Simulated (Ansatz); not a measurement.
**C₂H₄O₃Ti: basis-set convergence**

The task here is to estimate one member of a computed series from the others.

Computed with Ansatz 0.2.0, Gaussian basis. Level: one geometry, several basis sets.

The runs, in order: PBE0-D4/def2-SVP; ωB97M-V/def2-SVP; PBE0-D4/def2-QZVPP; ωB97M-V/def2-QZVPP; the functionals' def2-TZVPP values are taken from earlier runs.

## The relaxed structure

All runs share one geometry, relaxed beforehand with PBE0-D4 in a triple-zeta def2 set.

SMILES `C#[C][Ti]([OH])([OH])[OH]`, 10 atoms, charge 0, spin multiplicity 1.

Atoms are counted from 1 here; the program's logs count them from 0.

Bond lengths: C1–C2 1.214 Å, C1–H7 1.067 Å, C2–Ti3 2.048 Å, Ti3–O4 1.783 Å, Ti3–O5 1.777 Å, Ti3–O6 1.788 Å, O4–H8 0.958 Å, O5–H9 0.956 Å, O6–H10 0.959 Å. Angles: C2–C1–H7 179.7°, C1–C2–Ti3 179.7°, C2–Ti3–O4 106.4°, C2–Ti3–O5 105.8°, C2–Ti3–O6 109.3°, O4–Ti3–O5 114.0°, O4–Ti3–O6 109.6°, O5–Ti3–O6 111.4°, Ti3–O4–H8 134.7°, Ti3–O5–H9 143.1°, Ti3–O6–H10 130.0°.

The first run:

Input file in.yaml:

```yaml
crystal:
  periodic: [false, false, false]
  atoms:
    - {symbol: C, position_ang: [1.338719, -1.734457, -1.500814]}
    - {symbol: C, position_ang: [0.780825, -0.917685, -0.796731]}
    - {symbol: Ti, position_ang: [-0.165843, 0.453411, 0.394517]}
    - {symbol: O, position_ang: [-0.365243, -0.317659, 1.989310]}
    - {symbol: O, position_ang: [-1.697822, 0.828500, -0.423071]}
    - {symbol: O, position_ang: [0.861749, 1.907463, 0.556049]}
    - {symbol: H, position_ang: [1.833077, -2.449663, -2.118745]}
    - {symbol: H, position_ang: [-0.731487, -1.147869, 2.295642]}
    - {symbol: H, position_ang: [-2.625713, 0.600351, -0.450187]}
    - {symbol: H, position_ang: [0.854737, 2.726310, 0.057029]}
basis:
  gaussian: {orbitals: def2-SVP}
hamiltonian: {xc: pbe0, dispersion: d4}
output: {orbitals: {seedname: orbitals}}
```

On the command line:

```bash
$ ansatz run in.yaml --threads 8 --pin off --events-out ev --progress --plain --max-ram 18278MiB
```

Steps of the session up to this table: PBE0-D4 in def2-SVP; ωB97M-V in def2-SVP; PBE0-D4 in def2-QZVPP; ωB97M-V in def2-QZVPP.

One of the session's tables, all rows but one given; the rest of the session is left out.

It belongs to the step «Functionals by basis». 

```
functional       basis  HOMO (eV)  LUMO (eV)
   PBE0-D4    def2-SVP      -7.61      -1.71
   PBE0-D4  def2-TZVPP      -7.78      -1.88
   PBE0-D4  def2-QZVPP          ?          ?
   ωB97M-V    def2-SVP      -9.82       0.54
   ωB97M-V  def2-TZVPP     -10.02       0.32
   ωB97M-V  def2-QZVPP     -10.04       0.25
```

Estimate the missing values for PBE0-D4, def2-QZVPP.

The run gave: HOMO (eV): -7.80; LUMO (eV): -1.91. In the column «HOMO (eV)» it lies between ωB97M-V, def2-SVP (-9.82) and PBE0-D4, def2-TZVPP (-7.78).
